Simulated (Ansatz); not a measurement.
# Al2O3: an internal coordinate against the cell

A grid of calculations on Al2O3 (P-6m2, No. 187; 5 atoms in the cell), to see where the energy is lowest and how it rises around there.

Method: DFT LDA+D3(BJ), scalar-relativistic, plane waves, PAW, in Ansatz 0.2.0.

16 further runs of the same task are left out: 16 set aside as unsound or not needed.

### 1 The structure to begin with

Symmetry: P-6m2, No. 187, hexagonal system. Conventional cell: a = 2.822 Å, b = 2.822 Å, c = 6.940 Å, α = 90.00°, β = 90.00°, γ = 120.00°. Al (site symmetry 3m) is surrounded by 6 O at 1.76 to 2.12 Å. Around O (site symmetry 3m) lie 3 Al at 1.76 Å. Around O (site symmetry -6m2) lie 6 Al at 2.12 Å.

Coordinates:

```cif
data_structure
_symmetry_space_group_name_H-M 'P 1'
_symmetry_Int_Tables_number 1
_cell_length_a 2.8217
_cell_length_b 2.8217
_cell_length_c 6.9395
_cell_angle_alpha 90.000
_cell_angle_beta 90.000
_cell_angle_gamma 120.000
_cell_volume 47.85
loop_
_atom_site_label
_atom_site_type_symbol
_atom_site_fract_x
_atom_site_fract_y
_atom_site_fract_z
_atom_site_occupancy
Al1 Al 0.00000 0.00000 0.19655 1
Al2 Al 0.00000 0.00000 0.80345 1
O1 O 0.33333 0.66667 0.29317 1
O2 O 0.66667 0.33333 0.00000 1
O3 O 0.33333 0.66667 0.70683 1
```

It goes back to an entry of the Materials Project, which need not be the stable form.

This cell was relaxed beforehand with the same method: volume 9.57 Å³/atom, gap on the mesh 4.79 eV.

### 2 Setting up the map

Atoms count from 1 in the order of the input.

The energy is mapped over a free internal coordinate and the cell.

The axes are (1) shift of O3 along [0 0 1], its symmetry partners moved as symmetry demands (measured in the relaxed cell): 7 values from −0.15 Å; (2) volume per atom at fixed shape: 7 values from 8.805 to 10.336 Å³.

Nothing else is relaxed (all other coordinates fixed). Energies count from the relaxed crystal. Points are written as (first, second).

### 3 Grid point (−0.05 Å, 9.315 Å³)

input.yaml

```yaml
crystal:
  lattice:
    - [2.7964214719, 0.0, 0.0]
    - [-1.398210736, 2.4217720343, 0.0]
    - [0.0, 0.0, 6.8772842619]
  atoms:
    - { symbol: Al, position: [0.0, 0.0, 0.1965477898] }
    - { symbol: Al, position: [0.0, 0.0, 0.8034522102] }
    - { symbol: O, position: [0.3333333333, 0.6666666667, 0.2859604197] }
    - { symbol: O, position: [0.6666666667, 0.3333333333, 0.0] }
    - { symbol: O, position: [0.3333333333, 0.6666666667, 0.7140395803] }
basis:
  ecutwfc: 520.0
kpoints:
  mp_grid: { grid: [9, 9, 4] }
hamiltonian:
  xc: lda
  pseudopotentials: { kind: paw, azcp: { folder: soft_1 } }
  dispersion: d3bj
scf:
  occupations: { method: gaussian, width: 0.05 }
output:
  forces: true
  stress: true
  eigenvalues: true
```

The run is started by

```bash
ansatz run input.yaml --threads 1 --pin off --max-ram 2048MiB --backend cpu --events-out ev --progress --plain --runs-dir out
```

The session goes on with these runs: the other points that were computed.

Before running it: what results should come out? Wanted: lowest point; highest computed point; band gap on the k-mesh.

The runs gave:

| quantity | value |
| --- | --- |
| lowest point | (0.00 Å, 9.570 Å³), 0 meV/atom |
| highest computed point | (−0.15 Å, 8.805 Å³), 210 meV/atom above the lowest |
| band gap on the k-mesh (eV) | 3.20 at (0.15 Å, 10.336 Å³) to 5.90 at (−0.10 Å, 8.805 Å³); 4.79 at the lowest point |
| time for all points | 6.5 min on 1 thread, shared host |

**Reading.** The lowest computed point is at (0.00 Å, 9.570 Å³), which is the relaxed crystal itself. No other kind of well shows on this grid. The highest computed point, (−0.15 Å, 8.805 Å³), lies 210 meV/atom above the lowest. Round the minimum the valley is somewhat tilted: raising the first coordinate shifts the best value of volume per atom at fixed shape downwards (coupling k₁₂/√(k₁₁k₂₂) about 0.5). With the other coordinates free, the energies away from the reference would be the same or lower.

These are semilocal Kohn-Sham gaps, which aren't the measured quantity. Such gaps usually fall short of the measured ones.
